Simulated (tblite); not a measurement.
# C5H13FSi: the cost of one run

Programs: tblite 0.8.0 and PySCF 2.14.0, with density-fitted response routines of our own. Each step states its level of theory. These are calculated values for one molecule in the gas phase, unless marked as measured. Atoms are numbered from 0 throughout.

## Step 1: The starting structure

20 atoms, charge 0, multiplicity 1; geometry from: force field or distance geometry start.

Bonds of the start (Å): C0–C1 1.50, C1–C2 1.52, C2–C3 1.53, C2–C4 1.50, C2–Si5 1.86, Si5–F6 1.67, C0–H7 1.13, C0–H8 1.11, C0–H9 1.13, C1–H10 1.11, C1–H11 1.11, C3–H12 1.10, C3–H13 1.10, C3–H14 1.12, C4–H15 1.12, C4–H16 1.09, C4–H17 1.12, Si5–H18 1.50, Si5–H19 1.47.

## Step 2: Relaxing the molecule with GFN2-xTB

What the job is given:

```
{"job": {"kind": "relax", "xc": "GFN2-xTB", "basis": "xTB"}, "charge": 0, "multiplicity": 1}
C     -1.710200    -1.326000    -0.023300
C     -1.204800     0.026400    -0.437300
C      0.205500     0.329400     0.047400
C      0.555600     1.727800    -0.460000
C      0.355000     0.332000     1.541500
Si     1.475000    -0.829700    -0.658000
F      1.312500    -1.082900    -2.297500
H     -1.691900    -1.463500     1.095200
H     -1.143700    -2.178000    -0.442200
H     -2.777300    -1.390100    -0.391500
H     -1.879800     0.830400    -0.089200
H     -1.185900     0.097700    -1.543400
H      1.438000     1.661700    -1.116000
H      0.744000     2.414500     0.376300
H     -0.298900     2.122400    -1.066500
H      1.447800     0.494500     1.744700
H     -0.192600     1.116000     2.066300
H      0.165300    -0.686800     1.977000
H      2.778700    -0.117700    -0.459900
H      1.602400    -2.067300     0.133400
```

The run is started by

```console
$ OMP_NUM_THREADS=1 python probes_run.py task.json out
```

This one command runs all jobs of the session in turn.

Q: Estimate the wall time and peak memory of this first job on 1 thread of Arm Neoverse V1, shared host.

About 1.1 s, with a peak of 0.18 GiB.
